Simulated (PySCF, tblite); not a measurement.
# C2H8BF2N: geometry, infrared bands and NMR shifts

What infrared bands and NMR shifts should C2H8BF2N (`[NH3+][BH2-]CC(F)F`) show?

Programs: tblite 0.8.0 and PySCF 2.14.0, with density-fitted response routines of our own. Each step states its level of theory. These are calculated values for one molecule in the gas phase, unless marked as measured. Atoms are numbered from 0 throughout.

## 1. The starting structure

14 atoms, charge 0, multiplicity 1; geometry from: force field or distance geometry start.

Bonds of the start (Å): N0–B1 1.52, B1–C2 1.55, C2–C3 1.51, C3–F4 1.40, C3–F5 1.35, N0–H6 1.05, N0–H7 1.04, N0–H8 1.06, B1–H9 1.21, B1–H10 1.20, C2–H11 1.12, C2–H12 1.12, C3–H13 1.11.

## 2. Geometry optimisation with GFN2-xTB

What the job is given:

```
{"job": {"kind": "relax", "xc": "GFN2-xTB", "basis": "xTB"}, "charge": 0, "multiplicity": 1}
N      1.645300     0.400300     0.089900
B      0.636900    -0.733400     0.220800
C     -0.727200    -0.515600    -0.491000
C     -1.576200     0.602100     0.059700
F     -1.910000     0.395300     1.405700
F     -1.014000     1.819600    -0.118100
H      2.592200    -0.052800     0.190800
H      1.591300     0.900500    -0.825600
H      1.506700     1.122500     0.857600
H      1.157300    -1.679000    -0.318200
H      0.532600    -1.027400     1.378400
H     -0.580500    -0.351200    -1.589000
H     -1.324300    -1.462000    -0.381000
H     -2.530800     0.580700    -0.502200
```

Started as:

```
$ OMP_NUM_THREADS=1 python probes_run.py task.json out
```

The driver reads the jobs from task.json and runs them one after another.

**Question.** This job is followed by: GFN2-xTB harmonic vibrations, gas phase; GIAO PBE0/pcSseg-1 NMR shielding, non-relativistic, gas phase. What will the session give for the following? strongest single infrared mode (GFN2-xTB); zero-point energy (GFN2-xTB); ¹³C shifts against TMS (PBE0/pcSseg-1); ¹H shifts against TMS (PBE0/pcSseg-1, means over atoms taken as alike); ¹⁵N shifts against NH3 (PBE0/pcSseg-1); ¹¹B shifts against BF3·OEt2 (PBE0/pcSseg-1); ¹⁹F shifts against CFCl3 (PBE0/pcSseg-1, means over atoms taken as alike).

As calculated:

| quantity | value |
| --- | --- |
| strongest single infrared mode (GFN2-xTB) | 2474 cm⁻¹, 246 km/mol |
| zero-point energy (GFN2-xTB) | 68.9 kcal/mol |
| ¹³C shifts against TMS (PBE0/pcSseg-1) | 129.5, 26.9 ppm |
| ¹H shifts against TMS (PBE0/pcSseg-1, means over atoms taken as alike) | 6.68, 3.21, 2.32, 1.19 ppm |
| ¹⁵N shifts against NH3 (PBE0/pcSseg-1) | 45.8 ppm |
| ¹¹B shifts against BF3·OEt2 (PBE0/pcSseg-1) | -22.7 ppm |
| ¹⁹F shifts against CFCl3 (PBE0/pcSseg-1, means over atoms taken as alike) | -125.9 ppm |

In words: Over 102 steps the energy fell by 0.611 eV; of the close pairs, N0–B1 changed most, 1.523 to 1.637 Å. No mode is imaginary among the 36: a minimum at this level. The strongest single mode, at 2474 cm⁻¹, moves mainly H9. Unscaled tight-binding wavenumbers are off by several per cent, some by more. Its intensities can rank the bands wrongly. The most deshielded hydrogen is H13 (hydrogen on an sp3 CH bonded to 2 F), at 6.68 ppm: its carbon carries F, which withdraws density. At PBE0/pcSseg-1: Shielding is most anisotropic at F4, F5 (span 197 ppm, paramagnetic term -180 ppm).
